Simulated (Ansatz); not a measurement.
# BrClH2Si: two geometries relaxed

Aim: relax the geometries before and after the reaction (carbenoid-insertion), and see whether they are two minima and how far apart in energy. Meant to form: Si1–H3, Si1–Br4; to break: H3–Br4. The start is a guess near the saddle point, from which both ends are pulled out.

Method: RKS PBE/def2-SVP, in Ansatz 0.2.0.

## (1) The structure to begin with

Bond lengths: Si1–Cl2 1.990 Å, Si1–H3 1.556 Å, Si1–H5 1.448 Å. Angles: Cl2–Si1–H3 125.6°, Cl2–Si1–H5 110.6°, H3–Si1–H5 118.6°.

As a file:

```xyz
5

Si   -0.3014   -0.5202    0.2012
Cl    1.1267   -1.9018    0.0955
H    -0.7511    0.4080   -0.9640
Br    0.3773    2.0606   -0.8935
H    -0.4515   -0.0466    1.5608
```

## (2) Pulling towards end A

Springs on the bonds that form and break draw the guess towards this end; the thresholds are loose.

File input.yaml:

```yaml
crystal:
  periodic: [false, false, false]
  atoms:
    - { symbol: Si, position_ang: [-0.3014, -0.5202, 0.2012] }
    - { symbol: Cl, position_ang: [1.1267, -1.9018, 0.0955] }
    - { symbol: H, position_ang: [-0.7511, 0.408, -0.964] }
    - { symbol: Br, position_ang: [0.3773, 2.0606, -0.8935] }
    - { symbol: H, position_ang: [-0.4515, -0.0466, 1.5608] }
basis:
  gaussian: { orbitals: def2-SVP }
hamiltonian:
  xc: pbe
relax:
  f_tol: 0.15
  max_steps: 25
  restrain:
    - { distance: [0, 2], at: 2.72, k: 30.0 }
    - { distance: [0, 3], at: 3.61, k: 30.0 }
    - { distance: [2, 3], at: 1.51, k: 30.0 }
output:
  orbitals: {}
```

Launch:

```sh
$ ansatz run input.yaml --threads 2 --pin off --max-ram 3072MiB --backend cpu --events-out ev --progress --plain --runs-dir out
```

The log of the run, cut to the lines that bear on the results:

```text
Warning: RAYON_NUM_THREADS=2 ignored (pool sized by the plan → 2); use --threads N
[...]
Functional definition: PBE
[...]
852 factors; their error is unknown
[...]
mean field -90444.29841402 eV, -3323.7666613678 hartree, gradient 9.3e-6 eV, S^2 0.000000; 0 other end points of the search recorded, 0 dependent functions left out
[...]
reference -90444.29844236 eV, -3323.7666624094 hartree; 34, 34 occupied and 44, 44 virtual orbitals, 852 factors
relax step   1: F+E_penalty+E_count = -90444.29841402 eV  Δ(F+E_penalty+E_count) = +0.000e0 eV  max|allowed force component| = 1.830e0 eV/Å  E_restraint = 31.85382974 eV  max|allowed force component, restraints' pulls added| = 3.848e1 eV/Å  Δτ_max = 0.0000 Å  (25 SCF iters, accepted)
[...]
relax step   3: F+E_penalty+E_count = -90443.04581467 eV  Δ(F+E_penalty+E_count) = +4.194e-1 eV  max|allowed force component| = 4.537e0 eV/Å  E_restraint = 5.61603422 eV  max|allowed force component, restraints' pulls added| = 1.621e1 eV/Å  Δτ_max = 0.1947 Å  (34 SCF iters, accepted)
[...]
relax step   5: F+E_penalty+E_count = -90443.99765446 eV  Δ(F+E_penalty+E_count) = -4.739e-1 eV  max|allowed force component| = 4.445e-1 eV/Å  E_restraint = 0.03527985 eV  max|allowed force component, restraints' pulls added| = 9.324e-1 eV/Å  Δτ_max = 0.1942 Å  (31 SCF iters, accepted)
[...]
relax step   7: F+E_penalty+E_count = -90444.06232244 eV  Δ(F+E_penalty+E_count) = -6.747e-4 eV  max|allowed force component| = 7.183e-1 eV/Å  E_restraint = 0.00855823 eV  max|allowed force component, restraints' pulls added| = 9.054e-1 eV/Å  Δτ_max = 0.1911 Å  (31 SCF iters, accepted)
[...]
relax step   8: F+E_penalty+E_count = -90444.08769468 eV  Δ(F+E_penalty+E_count) = -2.537e-2 eV  max|allowed force component| = 6.774e-1 eV/Å  E_restraint = 0.00912136 eV  max|allowed force component, restraints' pulls added| = 2.411e-1 eV/Å  Δτ_max = 0.0651 Å  (27 SCF iters, accepted)
[...]
relax step   9: F+E_penalty+E_count = -90444.09478449 eV  Δ(F+E_penalty+E_count) = -7.090e-3 eV  max|allowed force component| = 6.541e-1 eV/Å  E_restraint = 0.01014460 eV  max|allowed force component, restraints' pulls added| = 9.771e-2 eV/Å  Δτ_max = 0.0788 Å  (26 SCF iters, accepted)
  distance Si 0 - H 2 = 2.7172 Å
  distance Si 0 - Br 3 = 3.6042 Å
  distance H 2 - Br 3 = 1.4848 Å
852 factors; their error is unknown
mean field -90444.09478449 eV, -3323.7591781208 hartree, gradient 2.6e-5 eV, S^2 0.000000; 1 other end points of the search recorded, 0 dependent functions left out
[...]
reference -90444.09481511 eV, -3323.7591792458 hartree; 34, 34 occupied and 44, 44 virtual orbitals, 852 factors
Total energy: -90444.09481511 eV, -3323.7591792458 hartree
Atom 0 at    -0.477751    -0.903042     0.417779 Å, force    -0.000188     0.194547    -0.037433 eV/Å
Atom 1 at     1.252137    -2.095252     0.352544 Å, force     0.014933    -0.012431     0.018764 eV/Å
Atom 2 at    -0.711460     1.088681    -1.415637 Å, force     0.444231     0.517377     0.144428 eV/Å
Atom 3 at     0.194936     2.245290    -1.202710 Å, force    -0.464547    -0.654104    -0.056818 eV/Å
Atom 4 at    -0.257862    -0.335676     1.848024 Å, force     0.005570    -0.045389    -0.068940 eV/Å
Dipole moment:    -0.216295     0.003112     0.013329 e Å
```

Run time: 5.6 s. Hardware: 2 threads of Intel Xeon Platinum 8488C (Sapphire Rapids), shared host; peak memory 0.17 GiB.

The steps of the relaxation:

```csv
step,energy from step 1 (eV),largest force component (eV/Å)
1,0.0000,1.8303
2,0.8332,3.5579
3,1.2526,4.5375
4,0.7746,3.1655
5,0.3008,0.4445
6,0.2368,0.6091
7,0.2361,0.7183
8,0.2107,0.6774
9,0.2036,0.6541
```

Step 1 is the start. Energies and forces in the table leave out the springs, which the log lists apart; the run stops on the force with the springs' pull added.

After: Bond lengths: Si1–Cl2 2.102 Å, H3–Br4 1.485 Å, Si1–H5 1.554 Å. Angles: Cl2–Si1–H5 96.8°.

Pairs that crossed the distance rule for bonds on the way: came closer H3–Br4; moved apart Si1–H3.

## (3) Relaxing end A

It starts where the restrained run ended.

File input.yaml:

```yaml
crystal:
  periodic: [false, false, false]
  atoms:
    - { symbol: Si, position_ang: [-0.477751, -0.903042, 0.417779] }
    - { symbol: Cl, position_ang: [1.252137, -2.095252, 0.352544] }
    - { symbol: H, position_ang: [-0.71146, 1.088681, -1.415637] }
    - { symbol: Br, position_ang: [0.194936, 2.24529, -1.20271] }
    - { symbol: H, position_ang: [-0.257862, -0.335676, 1.848024] }
basis:
  gaussian: { orbitals: def2-SVP }
hamiltonian:
  xc: pbe
relax:
  f_tol: 0.03
  max_steps: 50
```

Launch:

```sh
$ ansatz run input.yaml --threads 2 --pin off --max-ram 3072MiB --backend cpu --events-out ev --progress --plain --runs-dir out
```

The log of the run, cut to the lines that bear on the results:

```text
Warning: RAYON_NUM_THREADS=2 ignored (pool sized by the plan → 2); use --threads N
[...]
Functional definition: PBE
[...]
852 factors; their error is unknown
[...]
mean field -90444.09478170 eV, -3323.7591780183 hartree, gradient 4.2e-5 eV, S^2 0.000000; 0 other end points of the search recorded, 0 dependent functions left out
[...]
reference -90444.09481234 eV, -3323.7591791441 hartree; 34, 34 occupied and 44, 44 virtual orbitals, 852 factors
relax step   1: F+E_penalty+E_count = -90444.09478170 eV  Δ(F+E_penalty+E_count) = +0.000e0 eV  max|allowed force component| = 6.541e-1 eV/Å  Δτ_max = 0.0000 Å  (24 SCF iters, accepted)
[...]
relax step   4: F+E_penalty+E_count = -90444.19222071 eV  Δ(F+E_penalty+E_count) = -2.798e-2 eV  max|allowed force component| = 9.125e-1 eV/Å  Δτ_max = 0.1903 Å  (26 SCF iters, accepted)
[...]
relax step  15: F+E_penalty+E_count = -90446.75515406 eV  Δ(F+E_penalty+E_count) = -6.705e-4 eV  max|allowed force component| = 1.676e-2 eV/Å  Δτ_max = 0.0092 Å  (26 SCF iters, accepted)
852 factors; their error is unknown
[...]
mean field -90446.75515406 eV, -3323.8569448991 hartree, gradient 2.4e-5 eV, S^2 0.000000; 1 other end points of the search recorded, 0 dependent functions left out
[...]
reference -90446.75518157 eV, -3323.8569459102 hartree; 34, 34 occupied and 44, 44 virtual orbitals, 852 factors
Total energy: -90446.75518157 eV, -3323.8569459102 hartree
Atom 0 at    -0.142048    -0.038930     0.054765 Å, force    -0.016758    -0.000797     0.006881 eV/Å
Atom 1 at     1.166501    -1.636545    -0.112275 Å, force     0.007113    -0.007728    -0.002502 eV/Å
Atom 2 at    -1.321511    -0.292108    -0.830622 Å, force     0.004831     0.000625     0.002787 eV/Å
Atom 3 at     0.829970     1.858382    -0.603365 Å, force     0.004354     0.007102    -0.002870 eV/Å
Atom 4 at    -0.532913     0.109203     1.491497 Å, force     0.000460     0.000798    -0.004296 eV/Å
Dipole moment:    -0.223982    -0.012399     0.077975 e Å
```

It took 9 s on 2 threads of Intel Xeon Platinum 8488C (Sapphire Rapids), shared host; peak memory 0.17 GiB.

Relaxation path:

| step | energy from step 1 (eV) | largest force component (eV/Å) |
| --- | --- | --- |
| 1 | 0.0000 | 0.6541 |
| 2 | -0.0515 | 0.2014 |
| 3 | -0.0695 | 0.5928 |
| 4 | -0.0974 | 0.9125 |
| 5 | -0.1000 | 0.8283 |
| 6 | -0.1573 | 0.3364 |
| 7 | -0.1951 | 0.5664 |
| 8 | -0.3797 | 1.2292 |
| 9 | -0.9195 | 2.2831 |
| 10 | -1.6593 | 2.6919 |
| 11 | -2.2774 | 1.8768 |
| 12 | -2.6032 | 0.4678 |
| 13 | -2.6355 | 0.2654 |
| 14 | -2.6597 | 0.1097 |
| 15 | -2.6604 | 0.0168 |

Step 1 is the start.

After: Bond lengths: Si1–Cl2 2.072 Å, Si1–H3 1.496 Å, Si1–Br4 2.231 Å, Si1–H5 1.496 Å. Angles: Cl2–Si1–H3 108.6°, Cl2–Si1–Br4 110.9°, Cl2–Si1–H5 108.6°, H3–Si1–Br4 108.2°, H3–Si1–H5 112.3°, Br4–Si1–H5 108.2°.

Pairs that crossed the distance rule for bonds on the way: came closer Si1–H3, Si1–Br4; moved apart H3–Br4.

## (4) Pulling towards end B

Springs on the bonds that form and break draw the guess towards this end; the thresholds are loose.

File input.yaml:

```yaml
crystal:
  periodic: [false, false, false]
  atoms:
    - { symbol: Si, position_ang: [-0.3014, -0.5202, 0.2012] }
    - { symbol: Cl, position_ang: [1.1267, -1.9018, 0.0955] }
    - { symbol: H, position_ang: [-0.7511, 0.408, -0.964] }
    - { symbol: Br, position_ang: [0.3773, 2.0606, -0.8935] }
    - { symbol: H, position_ang: [-0.4515, -0.0466, 1.5608] }
basis:
  gaussian: { orbitals: def2-SVP }
hamiltonian:
  xc: pbe
relax:
  f_tol: 0.15
  max_steps: 25
  restrain:
    - { distance: [0, 2], at: 1.42, k: 30.0 }
    - { distance: [0, 3], at: 2.31, k: 30.0 }
    - { distance: [2, 3], at: 2.81, k: 30.0 }
```

Launch:

```sh
$ ansatz run input.yaml --threads 2 --pin off --max-ram 3072MiB --backend cpu --events-out ev --progress --plain --runs-dir out
```

The log of the run, cut to the lines that bear on the results:

```text
Warning: RAYON_NUM_THREADS=2 ignored (pool sized by the plan → 2); use --threads N
[...]
Functional definition: PBE
[...]
852 factors; their error is unknown
[...]
mean field -90444.29841402 eV, -3323.7666613678 hartree, gradient 9.3e-6 eV, S^2 0.000000; 0 other end points of the search recorded, 0 dependent functions left out
[...]
reference -90444.29844236 eV, -3323.7666624094 hartree; 34, 34 occupied and 44, 44 virtual orbitals, 852 factors
relax step   1: F+E_penalty+E_count = -90444.29841402 eV  Δ(F+E_penalty+E_count) = +0.000e0 eV  max|allowed force component| = 1.830e0 eV/Å  E_restraint = 15.01107368 eV  max|allowed force component, restraints' pulls added| = 2.303e1 eV/Å  Δτ_max = 0.0000 Å  (25 SCF iters, accepted)
[...]
  distance Si 0 - H 2 = 1.4411 Å
  distance Si 0 - Br 3 = 2.2784 Å
  distance H 2 - Br 3 = 2.8306 Å
852 factors; their error is unknown
[...]
mean field -90446.64112146 eV, -3323.8527542782 hartree, gradient 2.6e-5 eV, S^2 0.000000; 1 other end points of the search recorded, 0 dependent functions left out
[...]
reference -90446.64114909 eV, -3323.8527552939 hartree; 34, 34 occupied and 44, 44 virtual orbitals, 852 factors
Total energy: -90446.64114909 eV, -3323.8527552939 hartree
Atom 0 at    -0.144907    -0.087982     0.083525 Å, force     0.838469     0.888712     0.241907 eV/Å
Atom 1 at     1.170090    -1.674704    -0.062524 Å, force    -0.001354    -0.006163     0.002879 eV/Å
Atom 2 at    -1.180456    -0.146676    -0.916920 Å, force    -0.924813    -0.498009    -0.537285 eV/Å
Atom 3 at     0.769495     1.881498    -0.606530 Å, force     0.057922    -0.371553     0.364819 eV/Å
Atom 4 at    -0.614223     0.027863     1.502449 Å, force     0.029776    -0.012988    -0.072320 eV/Å
Dipole moment:    -0.244053    -0.119629     0.113685 e Å
```

It took 4.5 s on 2 threads of Intel Xeon Platinum 8488C (Sapphire Rapids), shared host; peak memory 0.17 GiB.

The steps of the relaxation:

```csv
step,energy from step 1 (eV),largest force component (eV/Å)
1,0.0000,1.8303
2,-0.4889,1.5290
3,-1.2602,1.8769
4,-1.9734,1.0095
5,-2.3268,0.8500
6,-2.3421,0.8951
7,-2.3427,0.9248
```

Step 1 is the start. Energies and forces in the table leave out the springs, which the log lists apart; the run stops on the force with the springs' pull added.

After: Bond lengths: Si1–Cl2 2.066 Å, Si1–H3 1.441 Å, Si1–Br4 2.278 Å, Si1–H5 1.499 Å. Angles: Cl2–Si1–H3 112.1°, Cl2–Si1–Br4 112.8°, Cl2–Si1–H5 109.0°, H3–Si1–Br4 96.5°, H3–Si1–H5 115.8°, Br4–Si1–H5 110.2°.

Pairs that crossed the distance rule for bonds on the way: came closer Si1–Br4.

## (5) Relaxing end B

It starts where the restrained run ended.

File input.yaml:

```yaml
crystal:
  periodic: [false, false, false]
  atoms:
    - { symbol: Si, position_ang: [-0.144907, -0.087982, 0.083525] }
    - { symbol: Cl, position_ang: [1.17009, -1.674704, -0.062524] }
    - { symbol: H, position_ang: [-1.180456, -0.146676, -0.91692] }
    - { symbol: Br, position_ang: [0.769495, 1.881498, -0.60653] }
    - { symbol: H, position_ang: [-0.614223, 0.027863, 1.502449] }
basis:
  gaussian: { orbitals: def2-SVP }
hamiltonian:
  xc: pbe
relax:
  f_tol: 0.03
  max_steps: 50
output:
  orbitals: {}
```

Launch:

```sh
$ ansatz run input.yaml --threads 2 --pin off --max-ram 3072MiB --backend cpu --events-out ev --progress --plain --runs-dir out
```

The log of the run, cut to the lines that bear on the results:

```text
Warning: RAYON_NUM_THREADS=2 ignored (pool sized by the plan → 2); use --threads N
[...]
Functional definition: PBE
[...]
852 factors; their error is unknown
[...]
mean field -90446.64113491 eV, -3323.8527547725 hartree, gradient 1.1e-5 eV, S^2 0.000000; 0 other end points of the search recorded, 0 dependent functions left out
[...]
reference -90446.64116272 eV, -3323.8527557947 hartree; 34, 34 occupied and 44, 44 virtual orbitals, 852 factors
relax step   1: F+E_penalty+E_count = -90446.64113491 eV  Δ(F+E_penalty+E_count) = +0.000e0 eV  max|allowed force component| = 9.248e-1 eV/Å  Δτ_max = 0.0000 Å  (24 SCF iters, accepted)
[...]
relax step   3: F+E_penalty+E_count = -90446.75407695 eV  Δ(F+E_penalty+E_count) = -9.934e-3 eV  max|allowed force component| = 1.187e-1 eV/Å  Δτ_max = 0.0463 Å  (25 SCF iters, accepted)
[...]
relax step   4: F+E_penalty+E_count = -90446.75514963 eV  Δ(F+E_penalty+E_count) = -1.073e-3 eV  max|allowed force component| = 1.412e-2 eV/Å  Δτ_max = 0.0130 Å  (26 SCF iters, accepted)
852 factors; their error is unknown
mean field -90446.75514963 eV, -3323.8569447364 hartree, gradient 2.3e-5 eV, S^2 0.000000; 1 other end points of the search recorded, 0 dependent functions left out
[...]
reference -90446.75517746 eV, -3323.8569457592 hartree; 34, 34 occupied and 44, 44 virtual orbitals, 852 factors
Total energy: -90446.75517746 eV, -3323.8569457592 hartree
Atom 0 at    -0.143388    -0.040712     0.046651 Å, force    -0.014120     0.003879     0.000413 eV/Å
Atom 1 at     1.176748    -1.632259    -0.087975 Å, force     0.005126     0.001815     0.000497 eV/Å
Atom 2 at    -1.276785    -0.279915    -0.899989 Å, force     0.002060     0.001681    -0.006289 eV/Å
Atom 3 at     0.851473     1.874360    -0.522077 Å, force     0.002739    -0.004676    -0.002425 eV/Å
Atom 4 at    -0.608049     0.078525     1.463390 Å, force     0.004195    -0.002699     0.007804 eV/Å
Dipole moment:    -0.226625    -0.015035     0.066397 e Å
```

It took 2.7 s on 2 threads of Intel Xeon Platinum 8488C (Sapphire Rapids), shared host; peak memory 0.15 GiB.

The steps of the relaxation:

| step | energy from step 1 (eV) | largest force component (eV/Å) |
| --- | --- | --- |
| 1 | 0.0000 | 0.9248 |
| 2 | -0.1030 | 0.3029 |
| 3 | -0.1129 | 0.1187 |
| 4 | -0.1140 | 0.0141 |

Step 1 is the start.

After: Bond lengths: Si1–Cl2 2.072 Å, Si1–H3 1.496 Å, Si1–Br4 2.232 Å, Si1–H5 1.496 Å. Angles: Cl2–Si1–H3 108.6°, Cl2–Si1–Br4 111.0°, Cl2–Si1–H5 108.7°, H3–Si1–Br4 108.3°, H3–Si1–H5 112.1°, Br4–Si1–H5 108.1°.

## (6) Results

```
                           quantity                     value
                              end A  14 moves, 2.660 eV lower
                              end B   3 moves, 0.114 eV lower
largest difference between the ends                    0.00 Å
            end B relative to end A                 +0.000 eV
```

In words: The two relaxations end at one structure, within 0.00 Å: no second minimum was found from this start, which doesn't rule one out.
